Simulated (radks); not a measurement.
**Nuclear size and the levels of Zn**

Aim: how the total energy, the levels and the density at the nucleus of Zn respond when the nuclear radius is scaled.

Program: radks (a radial shooting solver on a logarithmic mesh, Libxc functionals) version 1. Level of theory: Dirac Kohn-Sham, BLYP, spin-unpolarised, spherical densities, finite nucleus. These are calculated values, not measurements, unless marked.

## Step 1: Starting point

| Quantity | Value |
| --- | --- |
| element | zinc (Z = 30) |
| charge | 0 |
| electrons | 30 |
| configuration | [Ar] 3d10 4s2 |
| nuclear rms radius | 3.9283 fm |

Outer shells as boxes (Hund's rule):

Zn
```
[Ar] core
3d [↑↓][↑↓][↑↓][↑↓][↑↓]
4s [↑↓]
```

## Step 2: rms radius 3.9283 fm

Settings of this run:

```text
Z 30
configuration [Ar] 3d10 4s2 4p0 5s0
relativity Dirac
functional b88,lyp
spin unpolarised
j_filling energy
nucleus finite rms 3.9283 fm
c 137.035999084
```

## Step 3: rms radius 3.4176 fm

Changes since step 2:

```diff
@@ -6,3 +6,3 @@
 j_filling energy
-nucleus finite rms 3.9283 fm
+nucleus finite rms 3.4176 fm
 c 137.035999084
```

## Step 4: rms radius 3.5748 fm

Changes since step 3:

```diff
@@ -6,3 +6,3 @@
 j_filling energy
-nucleus finite rms 3.4176 fm
+nucleus finite rms 3.5748 fm
 c 137.035999084
```

## Step 5: rms radius 4.2033 fm

Changes since step 4:

```diff
@@ -6,3 +6,3 @@
 j_filling energy
-nucleus finite rms 3.5748 fm
+nucleus finite rms 4.2033 fm
 c 137.035999084
```

## Step 6: rms radius 4.439 fm

Changes since step 5:

```diff
@@ -6,3 +6,3 @@
 j_filling energy
-nucleus finite rms 4.2033 fm
+nucleus finite rms 4.439 fm
 c 137.035999084
```

What does the calculation give? Wanted: for each run, rms radius; total energy shift; density at nucleus; 1s1/2 shift; 2s1/2 shift; 2p1/2 shift; 3s1/2 shift.

As calculated:

```csv
rms radius (fm),total energy shift (eV),density at nucleus (e/bohr³),1s1/2 shift (meV),2s1/2 shift (meV),2p1/2 shift (meV),3s1/2 shift (meV)
3.4176,-0.0570,2.529e+04,-24.2,-2.31,0.200,-0.336
3.5748,-0.0403,2.523e+04,-17.1,-1.63,0.141,-0.237
3.9283,0,2.509e+04,0,0,0,0
4.2033,0.0338,2.5e+04,14.4,1.37,-0.118,0.199
4.439,0.0645,2.492e+04,27.4,2.61,-0.226,0.380
```

In words: Shifts are against the first run. Over the range the 1s1/2 level moves by 0.0516 eV and the 3s1/2 level by 0.716 meV. A larger nucleus binds the 1s electrons less and lowers the density at its centre. These are shifts of eigenvalues, not the field shifts of spectral lines.
